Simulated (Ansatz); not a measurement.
# La4C2Br5 (Immm): the equilibrium volume

At what volume is La4C2Br5 (Immm) free of pressure?

Computed with Ansatz 0.2.0 (DFT PBEsol, scalar-relativistic, plane waves, PAW, unless a step's input says otherwise).

**1. The system as given**

The structure is orthorhombic, space group Immm (No. 71). Conventional cell: a = 4.042 Å, b = 8.353 Å, c = 18.398 Å, α = 90.00°, β = 90.00°, γ = 90.00°. Br (site symmetry m) has 3 La at 3.08 to 3.11 Å as nearest neighbours. Around Br (site symmetry mmm) lie 4 La at 3.19 Å. C (site symmetry mm2) has 1 C at 1.42 Å as nearest neighbours. La (site symmetry m2m) has 4 C at 2.74 Å and 4 Br at 3.11 to 3.19 Å as nearest neighbours. La (site symmetry mm2) is surrounded by 1 C at 2.31 Å and 4 Br at 3.08 Å.

Structure file:

```
CELL_PARAMETERS angstrom
-2.02115 4.17648 9.19877
2.02115 -4.17648 9.19877
2.02115 4.17648 -9.19877
ATOMIC_POSITIONS crystal
Br 0.44384 0.66563 0.77821
Br 0.88742 0.66563 0.22179
Br 0.11258 0.33437 0.77821
Br 0.55616 0.33437 0.22179
Br 0.50000 0.00000 0.50000
C 0.03872 0.03872 0.00000
C 0.96128 0.96128 0.00000
La 0.20474 0.50000 0.70474
La 0.83555 0.83555 0.00000
La 0.79526 0.50000 0.29526
La 0.16445 0.16445 0.00000
```

**2. At the starting volume (PBEsol, 6×6×6 mesh)**

Contents of input.yaml:

```yaml
crystal:
  lattice:
    - [-2.02114582, 4.17647537, 9.1987661]
    - [2.02114582, -4.17647537, 9.1987661]
    - [2.02114582, 4.17647537, -9.1987661]
  atoms:
    - { symbol: Br, position: [0.44383947, 0.66562807, 0.7782114] }
    - { symbol: Br, position: [0.88741667, 0.66562807, 0.2217886] }
    - { symbol: Br, position: [0.11258333, 0.33437193, 0.7782114] }
    - { symbol: Br, position: [0.55616053, 0.33437193, 0.2217886] }
    - { symbol: Br, position: [0.5, 0.0, 0.5] }
    - { symbol: C, position: [0.03872228, 0.03872228, 0.0] }
    - { symbol: C, position: [0.96127772, 0.96127772, 0.0] }
    - { symbol: La, position: [0.20474376, 0.5, 0.70474376] }
    - { symbol: La, position: [0.83555106, 0.83555106, 0.0] }
    - { symbol: La, position: [0.79525624, 0.5, 0.29525624] }
    - { symbol: La, position: [0.16444894, 0.16444894, 0.0] }
basis:
  ecutwfc: 420
kpoints:
  mp_grid: { grid: [6, 6, 6] }
hamiltonian:
  xc: pbesol
scf:
  occupations: { method: gaussian, width: 0.1 }
output:
  forces: true
  stress: true
  eigenvalues: true
```

The run is started by

```
$ ansatz run input.yaml --threads 8 --pin off --max-ram 14336MiB --backend cpu --events-out ev --progress --plain --runs-dir out
```

The log of the run, cut to the lines that bear on the results:

```text
Warning: RAYON_NUM_THREADS=8 ignored (pool sized by the plan → 8); use --threads N
[...]
Pseudopotentials: kind: paw
Pseudopotential: Br, paw, valence charge 7, recommended cutoff 420 eV (normal), Br.paw.azcp
Pseudopotential: C, paw, valence charge 4, recommended cutoff 420 eV (normal), C.paw.azcp
Pseudopotential: La, paw, valence charge 11, recommended cutoff 420 eV (normal), La.paw.azcp
Functional definition: PBEsol
[...]
Crystal: 11 atoms, lattice volume = 310.597 Å³
Basis set: ecut = 420 eV, 6069 PW (Γ), FFT grids on a1+a3, a2+a3, a3, exchange–correlation on 120×60×144 points (8 copies of the dense FFT grid, shifted against one another)
Bands: 55, of which v1, the nominal top of the filled ones, is band 44 counted from 1 (43 counted from 0)
Symmetry: 8 space group operations
Space group: Immm (ITA 71), of the structure as read, at distance tolerance 6.8e-5 Å
k-points: 46 of 216
[...]
SCF iter   1: F=—  HF=-38836.988806 eV  |F-HF|=—  |Δ(HF+E_count)|=         —  Δρ=5.20e-3  dr2=3.06e-1  ethr=1.77e-3  ⟨swp⟩=8.4  Hψ=12283  notcnv=0
[...]
SCF iter   9: F=-38836.943947 eV  HF=-38836.943947 eV  |F-HF|=1.30e-9  |Δ(HF+E_count)|=   4.03e-8  Δρ=2.06e-6  dr2=1.83e-8  ethr=1.15e-10  ⟨swp⟩=26.2  Hψ=18960  notcnv=0
[...]
SCF converged after 9 iterations
Free energy (F): -38836.943947 eV
[...]
E sigma→0 (E₀):  -38836.936441 eV
Entropy (-TS):   -0.015014 eV (-1.365 meV/atom)
Fermi energy:    8.422951 eV
[...]
--- Forces (eV/Å), atoms counted from 1 ---
  atom   1  Br     0.00000000    -0.25050490    -0.09841200
  atom   2  Br     0.00000000     0.25050490    -0.09841200
  atom   3  Br     0.00000000    -0.25050490     0.09841200
  atom   4  Br     0.00000000     0.25050490     0.09841200
  atom   5  Br     0.00000000     0.00000000     0.00000000
  atom   6  C      0.00000000     0.00000000    -0.27593711
  atom   7  C      0.00000000     0.00000000     0.27593711
  atom   8  La     0.00000000    -0.10768227     0.00000000
[...]
--- Stress (GPa, compression-positive) ---
       -2.498364       0.000000       0.000000
        0.000000      -2.877080       0.000000
        0.000000       0.000000      -2.489516
  P = ⅓ Tr σ = -2.6217 GPa (-26.217 kbar)
--- Band table (eV; the first three rows and the last of 46) ---
[...]
```

It took 19 s on 8 threads of Arm Neoverse N1, shared host; peak memory 1.6 GiB.

This gives: volume 28.236 Å³/atom, pressure -2.62 GPa, metallic.

**3. Relaxing cell and atoms**

Changes to input.yaml since step 2:

```diff
@@ -20,3 +20,3 @@
 kpoints:
-  mp_grid: { grid: [6, 6, 6] }
+  mp_grid: { grid: [8, 8, 8] }
 hamiltonian:
@@ -24,3 +24,3 @@
 scf:
-  occupations: { method: gaussian, width: 0.1 }
+  occupations: { method: gaussian, width: 0.05 }
 output:
@@ -29 +29,6 @@
   eigenvalues: true
+relax:
+  adjacent_minimum: "off"
+  f_tol: 0.005
+  max_steps: 80
+  cell: { stress_tol: 0.05 }
```

The run is started by

```
$ ansatz run input.yaml --threads 8 --pin off --max-ram 14336MiB --backend cpu --events-out ev --progress --plain --runs-dir out
```

The log of the run:

```text
Warning: RAYON_NUM_THREADS=8 ignored (pool sized by the plan → 8); use --threads N
basis.fft_grid_basis auto: the FFT boxes are laid along the combinations [[1, 0, 1], [0, 1, 1], [0, 0, 1]] of the cell's own vectors, 8.353, 4.042 and 10.303 Å long. The dense box has 60×30×72 points. Along the cell's own vectors, as sized, it would have 72×72×72, 2.88 times as many. Of the 8 symmetry operations that the crystal satisfies within crystal.symmetry.tolerance (time reversal apart; of a slab, those that keep its plane) the dense box along the cell's own vectors carries 8, and the one as laid loses 6 of those. basis.fft_grid_basis: typed keeps the cell's own vectors: state it where this run's energies or levels are differenced outside the engine with another run's, or held beside a run that keeps those vectors.
Engine: ansatz 0.2.0, aarch64-unknown-linux-gnu
[... 5 set-up lines as earlier in the session ...]
  exchange = pbesol_x
  correlation = pbesol_c
Crystal: 11 atoms, lattice volume = 310.597 Å³
Basis set: ecut = 420 eV, 6069 PW (Γ), FFT grids on a1+a3, a2+a3, a3, exchange–correlation on 120×60×144 points (8 copies of the dense FFT grid, shifted against one another)
Bands: 55, of which v1, the nominal top of the filled ones, is band 44 counted from 1 (43 counted from 0)
[... 2 set-up lines as earlier in the session ...]
k-points: 95 of 512
Non-local potential: Br, projectors of the file, l = 0: 2, l = 1: 2, l = 2: 2
Non-local potential: C, projectors of the file, l = 0: 2, l = 1: 2, l = 2: 1
Non-local potential: La, projectors of the file, l = 0: 3, l = 1: 2, l = 2: 2, l = 3: 3
PAW form: soft (Blöchl's): semilocal exchange-correlation on the pseudo side does not see the compensation charge
PAW frozen core: Br, regenerated for the run's functional, and the local potential with it (the file was generated under x = pbe(κ = 0.804, μ = 0.2195149727645171), c = pbe(β = 0.06672455060314922))
PAW frozen core: C, regenerated for the run's functional, and the local potential with it (the file was generated under x = pbe(κ = 0.804, μ = 0.2195149727645171), c = pbe(β = 0.06672455060314922))
PAW frozen core: La, regenerated for the run's functional, and the local potential with it (the file was generated under x = pbe(κ = 0.804, μ = 0.2195149727645171), c = pbe(β = 0.06672455060314922))
PAW one-centre angular grid: Br, 110 points (default); XC on 64 Gauss nodes
PAW one-centre angular grid: C, 110 points (default); XC on 64 Gauss nodes
PAW one-centre angular grid: La, 590 points (default); XC on 64 Gauss nodes
Initial density: superposition of atomic densities (neutral atoms: chi_scale 0, normalization atom), corrected by the library's trained network
Initial wavefunctions: pseudopotential atomic-orbital guess
Functional: x = pbesol(κ = 0.804, μ = 0.12345679012345678), c = pbesol(β = 0.046)
SCF iter   1: F=—  HF=-38836.997825 eV  |F-HF|=—  |Δ(HF+E_count)|=         —  Δρ=4.96e-3  dr2=2.24e-1  ethr=1.77e-3  ⟨swp⟩=9.1  Hψ=25829  notcnv=0
preconditioner: auto → Resta (q_TF=auto, 2.207 Å⁻¹)  ε∞=3.9  [insulator: Δε(μ)=0.053 eV  Ē_g=11.065 eV  σ=0.050 eV  W_gap=0.54  n_scr=64 (ndim 8)  ℏωp=18.7 eV  f_vac=0.029  D(μ)=0.67/eV (n_scr^D=0)  ε∞_Penn≈3.9]
SCF iter   2: F=—  HF=-38836.963580 eV  |F-HF|=—  |Δ(HF+E_count)|=   3.42e-2  Δρ=2.81e-3  dr2=3.60e-2  ethr=2.58e-4  ⟨swp⟩=6.3  Hψ=11247  notcnv=0  defer=524
preconditioner: auto → LDOS  [metal: Δε(μ)=0.031 eV  Ē_g=11.040 eV  σ=0.050 eV  W_gap=0.34  n_scr=64 (ndim 8)  ℏωp=18.7 eV  f_vac=0.030  D(μ)=0.90/eV (n_scr^D=2)  β→1.0]
SCF iter   3: F=—  HF=-38836.963370 eV  |F-HF|=—  |Δ(HF+E_count)|=   2.10e-4  Δρ=1.61e-3  dr2=2.97e-2  ethr=4.14e-5  ⟨swp⟩=5.3  Hψ=11032  notcnv=0  defer=531
SCF iter   4: F=—  HF=-38836.959946 eV  |F-HF|=—  |Δ(HF+E_count)|=   3.42e-3  Δρ=7.24e-4  dr2=4.89e-3  ethr=3.42e-5  ⟨swp⟩=3.9  Hψ=9471  notcnv=0  defer=539
SCF iter   5: F=—  HF=-38836.959050 eV  |F-HF|=—  |Δ(HF+E_count)|=   8.95e-4  Δρ=2.52e-4  dr2=4.20e-4  ethr=5.62e-6  ⟨swp⟩=2.2  Hψ=9002  notcnv=0  defer=536
SCF iter   6: F=—  HF=-38836.959037 eV  |F-HF|=—  |Δ(HF+E_count)|=   1.28e-5  Δρ=7.51e-5  dr2=2.80e-5  ethr=4.83e-7  ⟨swp⟩=2.1  Hψ=8001  notcnv=0  defer=532
SCF iter   7: F=—  HF=-38836.959291 eV  |F-HF|=—  |Δ(HF+E_count)|=   2.54e-4  Δρ=2.91e-5  dr2=3.10e-6  ethr=3.22e-8  ⟨swp⟩=2.1  Hψ=7988  notcnv=0  defer=532
SCF iter   8: F=—  HF=-38836.959295 eV  |F-HF|=—  |Δ(HF+E_count)|=   3.42e-6  Δρ=9.82e-6  dr2=3.87e-7  ethr=3.56e-9  ⟨swp⟩=2.3  Hψ=8218  notcnv=0  defer=532
SCF iter   9: F=-38836.959295 eV  HF=-38836.959295 eV  |F-HF|=1.98e-8  |Δ(HF+E_count)|=   3.19e-7  Δρ=3.15e-6  dr2=3.57e-8  ethr=1.15e-10  ⟨swp⟩=26.6  Hψ=40112  notcnv=0
SCF 1 converged in 9 iterations: F = -38836.959295 eV  dr2 = 3.57e-8
relax step   1: F+E_penalty+E_count = -38836.95929524 eV  Δ(F+E_penalty+E_count) = +0.000e0 eV  max|allowed force component| = 2.743e-1 eV/Å  Δτ_max = 0.0000 Å  P = -2.634 GPa  Ω = 310.597 Å³  (9 SCF iters, dr2 threshold 1.00e-7 eV, accepted)
[... from here on, the SCF cycles and remarks between the steps are left out ...]
relax step   2: F+E_penalty+E_count = -38836.86146612 eV  Δ(F+E_penalty+E_count) = +9.783e-2 eV  max|allowed force component| = 1.555e0 eV/Å  Δτ_max = 0.0795 Å  P = +3.045 GPa  Ω = 286.420 Å³  energy of the carried Pulay correction = +6.476e-3 eV  (9 SCF iters, dr2 threshold 1.10e-6 eV, rejected (line search))
relax step   3: F+E_penalty+E_count = -38837.08275141 eV  Δ(F+E_penalty+E_count) = -1.235e-1 eV  max|allowed force component| = 1.581e-1 eV/Å  Δτ_max = 0.0144 Å  P = -0.636 GPa  Ω = 299.272 Å³  energy of the carried Pulay correction = +2.970e-3 eV  (13 SCF iters, accepted)
relax step   4: F+E_penalty+E_count = -38837.09261149 eV  Δ(F+E_penalty+E_count) = -9.860e-3 eV  max|allowed force component| = 9.241e-2 eV/Å  Δτ_max = 0.0093 Å  P = +0.054 GPa  Ω = 295.248 Å³  energy of the carried Pulay correction = +4.052e-3 eV  (7 SCF iters, dr2 threshold 1.10e-6 eV, accepted)
relax step   5: F+E_penalty+E_count = -38837.09498026 eV  Δ(F+E_penalty+E_count) = -2.369e-3 eV  max|allowed force component| = 7.533e-2 eV/Å  Δτ_max = 0.0088 Å  P = +0.086 GPa  Ω = 294.123 Å³  energy of the carried Pulay correction = +4.357e-3 eV  (6 SCF iters, dr2 threshold 5.34e-7 eV, accepted)
relax step   6: F+E_penalty+E_count = -38837.09589198 eV  Δ(F+E_penalty+E_count) = -9.117e-4 eV  max|allowed force component| = 6.597e-2 eV/Å  Δτ_max = 0.0262 Å  P = -0.025 GPa  Ω = 293.166 Å³  energy of the carried Pulay correction = +4.617e-3 eV  (7 SCF iters, dr2 threshold 3.55e-7 eV, accepted)
relax step   7: F+E_penalty+E_count = -38837.09644609 eV  Δ(F+E_penalty+E_count) = -5.541e-4 eV  max|allowed force component| = 7.330e-3 eV/Å  Δτ_max = 0.0095 Å  P = -0.003 GPa  Ω = 293.480 Å³  energy of the carried Pulay correction = +4.531e-3 eV  (6 SCF iters, dr2 threshold 2.72e-7 eV, accepted)
relax step   8: F+E_penalty+E_count = -38837.09645654 eV  Δ(F+E_penalty+E_count) = -1.045e-5 eV  max|allowed force component| = 1.968e-3 eV/Å  Δτ_max = 0.0005 Å  P = -0.000 GPa  Ω = 293.456 Å³  energy of the carried Pulay correction = +4.538e-3 eV  (7 SCF iters, dr2 threshold 3.36e-9 eV, accepted)
relax step   9: F+E_penalty+E_count = -38837.09265767 eV  Δ(F+E_penalty+E_count) = +3.799e-3 eV  max|allowed force component| = 2.284e-3 eV/Å  Δτ_max = 0.0000 Å  P = -0.013 GPa  Ω = 293.456 Å³  stress off target by 1.52e-2 GPa  SCF on the basis re-selected at this cell (its energy is not comparable with the rows above)  (7 SCF iters)
basis re-selected at this cell: Δ(F+E_penalty+E_count) = +3.799e-3 eV, ΔP = -0.013 GPa vs the last step (what re-selecting the basis moved, of the pressure what is left beyond the Pulay correction that the steps carried, after the strain that the cell walked since its last selection, with what the two solves' SCF thresholds leave and, on support functions, any second-order correction that the steps lacked; it is no measure of the basis error at this ecutwfc). The dense FFT grid was sized anew with the basis: this SCF ran on 60×27×72 points, the steps before it on 60×30×72, so part of this shift can come from that change (see relax.cell in the input reference). This SCF's stress stands 1.52e-2 GPa from its target on what of the cell is left free (relax.cell.stress_tol is 5.00e-2 GPa) and its largest allowed force component is 2.28e-3 eV/Å (relax.f_tol is 5.00e-3 eV/Å): within both
SCF converged after 7 iterations
Free energy (F): -38837.092658 eV
Harris-Foulkes:  -38837.092658 eV  (|F-HF|=7.28e-12)
Internal energy: -38837.091247 eV  (E = F + TS)
E sigma→0 (E₀):  -38837.091953 eV
Entropy (-TS):   -0.001410 eV (-0.128 meV/atom)
Fermi energy:    9.128316 eV
--- Per-component energies (eV) ---
  E_band       = -247.215910
  E_kinetic    = 1619.281937
  E_local      = -3307.880747  (includes V_loc(G=0)·N_el)
  E_nonlocal   = 798.619581
  E_hartree    = 1104.409895
  E_xc         = -1960.924315
  E_vxc        = -1232.773516  (∫ρ·V_xc dr)
  E_paw        = -32521.372398  (= ΣΔE_a)
  E_vpaw       = -333.282945  (= ΣTr[D̂ρ^β])
  E_aug_tail   = 0.000013  (compensation charges beyond the density's cutoff)
  E_ewald      = -4570.406803
  E_core_change = 1.181590  (= ΣΔE_core)
  E_smearing   = -0.001410  (= −TS)
  E_closure    = 0.000000  (closes the sum)
  Σ components = -38837.092658   (vs F -38837.092658, Δ=0.00e0)
--- Forces (eV/Å), atoms counted from 1 ---
  atom   1  Br     0.00000000     0.00022341    -0.00002081
  atom   2  Br     0.00000000    -0.00022341    -0.00002081
  atom   3  Br     0.00000000     0.00022341     0.00002081
  atom   4  Br     0.00000000    -0.00022341     0.00002081
  atom   5  Br     0.00000000     0.00000000    -0.00000000
  atom   6  C      0.00000000     0.00000000    -0.00210377
  atom   7  C      0.00000000     0.00000000     0.00210377
  atom   8  La     0.00000000    -0.00228390     0.00000000
  atom   9  La     0.00000000     0.00000000    -0.00035399
  atom  10  La     0.00000000     0.00228390     0.00000000
  atom  11  La     0.00000000     0.00000000     0.00035399
  max |Σ_I F_I| component: 5.42e-19 eV/Å
--- Stress (GPa, compression-positive) ---
       -0.015240       0.000000       0.000000
        0.000000      -0.010445       0.000000
        0.000000       0.000000      -0.013282
  P = ⅓ Tr σ = -0.0130 GPa (-0.130 kbar)
--- Band table (eV; the first three rows and the last of 95) ---
  k-point 0: bands = ["-23.9340", "-23.9239", "-23.7239", "-23.6194", "-8.9253", "-8.9033", "-8.4569", "-8.3959", "-7.9240", "-7.6590", "-7.6191", "-7.5976", "-7.5692", "-7.3975", "-7.2863", "-7.2157", "-7.1141", "-7.0130", "-6.8361", "-6.4941", "-6.2626", "-3.7388", "2.7595", "3.2687", "3.3758", "3.4632", "3.4669", "3.6508", "4.2793", "4.3335", "4.5539", "4.5935", "4.9334", "4.9687", "5.1326", "5.1405", "5.3411", "5.4416", "5.5262", "5.5843", "5.9586", "8.2743", "8.6540", "8.8936", "9.0388", "9.2706", "10.0340", "10.4233", "10.5168", "10.5486", "10.6965", "10.7293", "10.7514", "10.7917", "10.8145"]
[... 3 lines left out ...]
--- Relaxed structure (8 steps of the walk, 7 accepted, 1 SCFs on fresh bases) ---
  F+E_penalty+E_count = -38837.09265767 eV   max|allowed force component| = 2.284e-3 eV/Å   (the final SCF, on the basis selected at the relaxed cell)
  cell:  # Å, volume = 293.4562 Å³
    - [-1.9810258684621838, 4.107809217451048, 9.015357293171848]
    - [1.9810258684621838, -4.107809217451048, 9.015357293171848]
    - [1.9810258684621838, 4.107809217451048, -9.015357293171848]
  atoms:
    - { symbol: Br, position: [0.4446441476012294, 0.6656994288781508, 0.7789447187230788] }
    - { symbol: Br, position: [0.8867547101550719, 0.6656994288781506, 0.22105528127692134] }
    - { symbol: Br, position: [0.11324528984492799, 0.3343005711218494, 0.7789447187230788] }
    - { symbol: Br, position: [0.5553558523987707, 0.3343005711218493, 0.22105528127692142] }
    - { symbol: Br, position: [0.5, 2.2561073747604168e-35, 0.5] }
    - { symbol: C, position: [0.039230217015479706, 0.039230217015479706, -9.439905674561043e-21] }
    - { symbol: C, position: [0.9607697829845201, 0.9607697829845201, -9.439905674561037e-21] }
    - { symbol: La, position: [0.2054669099639017, 0.5000000000000001, 0.7054669099639018] }
    - { symbol: La, position: [0.8333004795015448, 0.8333004795015448, -9.439905674561045e-21] }
    - { symbol: La, position: [0.7945330900360984, 0.5, 0.2945330900360984] }
    - { symbol: La, position: [0.16669952049845527, 0.16669952049845527, -9.439905674561033e-21] }
```

Run time: 5.8 min. Hardware: 8 threads of Arm Neoverse N1, shared host; peak memory 2 GiB.

How the relaxation went:

```
step  energy from step 1 (meV/atom)  largest force component (eV/Å)  pressure (GPa)  volume (Å³/atom)
   1                            0.0                           0.274           -2.63            28.236
   2                            8.9                           1.555            3.04            26.038
   3                          -11.2                           0.158           -0.64            27.207
   4                          -12.1                           0.092            0.05            26.841
   5                          -12.3                           0.075            0.09            26.738
   6                          -12.4                           0.066           -0.02            26.651
   7                          -12.5                           0.007            0.00            26.680
   8                          -12.5                           0.002            0.00            26.678
   9                          -12.1                           0.002           -0.01            26.678
```

Step 1 is the start. Step 2 was tried and not accepted. Step 9 repeats the geometry before it on a plane-wave basis chosen anew for the final cell, which shifts the energy by +0.3 meV/atom. The run keeps the 8 symmetry operations that it found, so it can't reach a distortion that breaks them.

In short: volume 26.678 Å³/atom, pressure -0.01 GPa, a metal on this mesh.

**4. The cell, before and after**

How the cell compares, before and after:

| cell as typed | before | after | change |
| --- | --- | --- | --- |
| a (Å) | 10.303 | 10.103 | -1.9 % |
| b (Å) | 10.303 | 10.103 | -1.9 % |
| c (Å) | 10.303 | 10.103 | -1.9 % |
| α (°) | 157.37 | 157.38 | +0.01° |
| β (°) | 132.17 | 132.02 | -0.15° |
| γ (°) | 53.53 | 53.67 | +0.13° |
| volume (Å³/atom) | 28.236 | 26.678 | -5.5 % |
| shortest distance (Å) | 1.425 | 1.415 | -0.7 % |
| space group | Immm | Immm | same |

**5. What came out**

| quantity | value |
| --- | --- |
| volume | 26.678 Å³/atom |
| pressure | -0.01 GPa |
| conventional cell | a = 3.962 Å, b = 8.216 Å, c = 18.031 Å, α = 90.00°, β = 90.00°, γ = 90.00° |
| gap on the mesh | none (metal) |

Over the 2 runs shown the cell moved from 28.24 to 26.68 Å³/atom, a change of -5.5 %, where the pressure is zero within 0.01 GPa. Spin polarisation wasn't allowed in this run.
